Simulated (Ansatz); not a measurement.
# Cs3HfSc2: the cost of one run

Program: Ansatz 0.2.0. Level of theory: DFT PBE, scalar-relativistic, plane waves, PAW. These are calculated values, not measurements.

### 1 The structure to begin with

It takes space group R-3m (No. 166, trigonal). The conventional cell has a = 6.791 Å, b = 6.791 Å, c = 16.943 Å, α = 90.00°, β = 90.00°, γ = 120.00°. Around Cs (site symmetry 2/m) lie 4 Cs at 3.40 Å and 2 Hf at 3.44 Å. Hf (site symmetry -3m) is surrounded by 6 Cs at 3.44 Å. Sc (site symmetry 3m) is surrounded by 3 Hf at 3.98 Å and 9 Cs at 4.00 to 4.04 Å and 4 Sc at 4.17 to 4.23 Å.

As a file:

```
CELL_PARAMETERS angstrom
3.39559 1.96044 5.64760
-3.39559 1.96044 5.64760
0.00000 -3.92089 5.64760
ATOMIC_POSITIONS crystal
Cs 0.00000 0.50000 0.50000
Cs 0.50000 0.00000 0.50000
Cs 0.50000 0.50000 0.00000
Hf 0.50000 0.50000 0.50000
Sc 0.12477 0.12477 0.12477
Sc 0.87523 0.87523 0.87523
```

The cell is invented: species swapped into a database cell of Ti2Be3Ga (R-3m, No. 166), with Sc on the Ti sites, Cs on the Be sites and Hf on the Ga sites. Its size is a rough estimate.

### 2 A first look at the guess

Input file input.yaml:

```yaml
crystal:
  lattice:
    - [3.39558975, 1.96044466, 5.64759804]
    - [-3.39558975, 1.96044466, 5.64759804]
    - [0.0, -3.92088931, 5.64759804]
  atoms:
    - { symbol: Cs, position: [0.0, 0.5, 0.5] }
    - { symbol: Cs, position: [0.5, 0.0, 0.5] }
    - { symbol: Cs, position: [0.5, 0.5, 0.0] }
    - { symbol: Hf, position: [0.5, 0.5, 0.5] }
    - { symbol: Sc, position: [0.12476867, 0.12476867, 0.12476867] }
    - { symbol: Sc, position: [0.87523133, 0.87523133, 0.87523133] }
basis:
  ecutwfc: 420
kpoints:
  mp_grid: { grid: [3, 3, 3] }
hamiltonian:
  xc: pbe
scf:
  occupations: { method: gaussian, width: 0.1 }
  lower_state_search: "off"
output:
  forces: true
  stress: true
  eigenvalues: true
```

On the command line:

```
$ ansatz run input.yaml --threads 1 --pin off --max-ram 2560MiB --backend cpu --events-out ev --progress --plain --runs-dir out
```

**Question.** How long does this run take on 1 thread of Intel Xeon Platinum 8259CL at 2.50GHz (Skylake/Cascade Lake), shared host, and how much memory does it need?

About 9.6 s, with a peak of 0.58 GiB.
